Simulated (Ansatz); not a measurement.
Crystal: Mg6FeBi.

```
Bi Fe Mg
1.0
     5.00498    0.00000    0.00000
     0.00000    3.16472    5.46485
     0.00000   -3.16472    5.46485
Bi Fe Mg
1 1 6
Direct
  0.50000 0.67078 0.67078
  0.00000 0.84742 0.84742
  0.50000 0.16847 0.16847
  0.50000 0.67487 0.15041
  0.50000 0.15041 0.67487
  0.00000 0.33396 0.33396
  0.00000 0.84040 0.31372
  0.00000 0.31372 0.84040
```

The cell comes from a database or a generator and needn't be the stable form of this composition.

| Quantity | Value |
| --- | --- |
| Program | Ansatz 0.2.0 |
| Task | single point |
| Functional | PBE |
| Potentials or basis | Ansatz PAW |
| Cutoff | 420 eV (not typed: the program's choice for these potentials) |
| k mesh | 6 × 5 × 5 |
| Occupations | fermi-dirac, width 0.05 eV |
| Spin | collinear spin, ferromagnetic start |
| Starting moments | [0.0, 3.0, 0.0, 0.0, 0.0, 0.0, 0.0, 0.0] μB |

On this cell: pressure 0.1 GPa; largest force 0.133 eV/Å; net moment 2.49 μB per cell; site moments Bi -0.01; Fe +2.72; Mg +0.03, -0.03, -0.02 μB; band gap on the k mesh none (metal or under the smearing width).

The same run follows on a disturbed copy (atoms moved at random, drawn with an rms of 0.05 Å):

```
CELL_PARAMETERS angstrom
5.00498 0.00000 0.00000
0.00000 3.16472 5.46485
0.00000 -3.16472 5.46485
ATOMIC_POSITIONS crystal
Bi 0.49656 0.66593 0.67073
Fe 0.00109 0.85289 0.84734
Mg 0.49371 0.16042 0.17554
Mg 0.50696 0.66570 0.15574
Mg 0.49611 0.15313 0.67326
Mg 0.00617 0.33381 0.34179
Mg 0.99944 0.84148 0.31247
Mg 0.00538 0.32174 0.83495
```

Question: What does the disturbed cell give?

Answer: The energy (extrapolated to zero smearing) moves by +2.5 meV/atom; pressure 0.2 GPa; largest force 0.271 eV/Å; net moment 2.52 μB per cell; site moments Bi -0.01; Fe +2.73; Mg +0.02, -0.03, -0.02 μB; band gap on the k mesh none (metal or under the smearing width).

Forces in eV/Å, atoms in the order of the input:
```
Bi   0.070  0.022  0.106
Fe   0.006 -0.027  0.110
Mg   0.161  0.108 -0.004
Mg  -0.051  0.122 -0.029
Mg   0.138 -0.139 -0.049
Mg  -0.134  0.041 -0.194
Mg  -0.008  0.061 -0.007
Mg  -0.182 -0.189  0.067
```

Stress tensor (GPa, compression positive):
```
-0.30 -0.09  0.08
-0.09  0.55  0.03
 0.08  0.03  0.34
```

Caveats: spin-orbit coupling is left out, which moves the levels of the heavy elements.
